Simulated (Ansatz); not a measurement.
Ta3AsAu2O13 under changes of volume

One of the cells (15.769 Å³/atom); the others are scaled copies at fixed shape and fractional positions:

```
CELL_PARAMETERS angstrom
5.72385 -0.00745 -0.00403
1.30279 6.25499 0.00561
0.27574 1.30074 8.36754
ATOMIC_POSITIONS crystal
Ta 0.21713 0.30521 0.58431
Ta 0.03325 0.11123 0.99855
Ta 0.58248 0.62145 0.50482
As 0.58707 0.89691 0.83049
Au 0.58004 0.09228 0.18613
Au 0.04485 0.82077 0.44682
O 0.66201 0.69726 0.71088
O 0.51632 0.13418 0.69625
O 0.85098 0.88773 0.91932
O 0.34466 0.87003 0.94651
O 0.73015 0.29240 0.03095
O 0.24622 0.21809 0.11075
O 0.12900 0.09398 0.49104
O 0.48032 0.38887 0.43499
O 0.05966 0.26685 0.78594
O 0.93330 0.53240 0.45645
O 0.49975 0.85161 0.34971
O 0.25256 0.62988 0.62473
O 0.91878 0.95175 0.22636
```

The cell was built by a generator and needn't be a form met in nature.

```yaml
Program: Ansatz 0.2.0
Functional: PBE
Potentials_or_basis: Ansatz PAW
Cutoff: "420 eV (not typed: the program's choice for these potentials)"
k_mesh: 5 × 5 × 4
Occupations: fermi-dirac, width 0.05 eV
Spin: no spin polarisation
```

```csv
volume (Å³/atom),energy over the lowest point (meV/atom),pressure (GPa),gap on the mesh (eV),largest force (eV/Å)
14.823,31.70,11.4,1.51,1.372
15.139,13.56,7.1,1.44,0.880
15.454,?,?,?,?
15.769,0.00,0.0,1.30,0.012
16.085,3.02,-3.0,1.23,0.386
16.400,11.66,-5.7,1.17,0.747
16.716,25.30,-8.1,1.11,1.080
```

Question: What does the run at 15.454 Å³/atom give?

Answer: Energy over the lowest point 3.28 meV/atom; pressure 3.4 GPa; gap on the mesh 1.36 eV; largest force 0.425 eV/Å.

Worked out: A Birch-Murnaghan fit of order 3 (a polynomial in V^(-2/3)) to the other rows has its minimum at 15.77 Å³/atom with B0 = V·E''(V) = 159 GPa and B' = 4.6 at fixed shape and positions, which overstates the stiffness. It gives 3.28 meV/atom at 15.454 Å³/atom, against the run's 3.28, and -dE/dV = 3.4 GPa, against 3.4. A straight line through the other rows of the gap, of slope -3.35 eV per unit of ln V, gives 1.37 eV, against the run's 1.36.

Energies are extrapolated to zero smearing.

Caveats: odd divisions of the mesh miss points on the zone boundary, where band edges often lie, so the gap on the mesh can be too wide; spin-orbit coupling is left out, which moves the levels of the heavy elements; forces of over 1 eV/Å show positions far from the minimum, so gaps and moduli don't describe the material at rest (some runs).

A mesh can miss the band edges.
